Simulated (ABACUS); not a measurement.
Runs of ABACUS 3.10.1 on HPbNO4. The typed cell holds 7 atoms: a = 4.275 Å, b = 5.609 Å, c = 5.670 Å, α = 100.02°, β = 111.92°, γ = 111.82°. The cell was built by a generator and needn't be a form met in nature.

| level | V0 of scaled cells (Å³/atom) | B0 (GPa) |
| --- | --- | --- |
| PBEsol | 15.95 | 82 |
| WC | 15.98 | 81 |
| LDA | (b) | (a) |
| r2SCAN | 15.75 | 85 |

Alike in all rows: task equation of state; potentials or basis SG15 ONCV 1.2 PBE, DZP LCAO (the cutoffs set its grid); no spin polarisation; cell as given; k mesh 6 × 4 × 4; cutoff (eV) 1361; smearing fermi-dirac 0.05 eV.

**Question.** Estimate the missing entries.

**Answer.** (a) 86; (b) 15.65.

Caveats: the atomic orbitals were generated for these runs and aren't a published set; the cell was scaled at fixed shape and fractional positions, which overstates the stiffness of a crystal with free parameters, most of all of layers and chains; the potentials were made for another functional, which shifts forces and pressure; the basis of atomic orbitals isn't converged, which shifts pressures, moduli and gaps.

Runs at the PBE level aren't shown here.
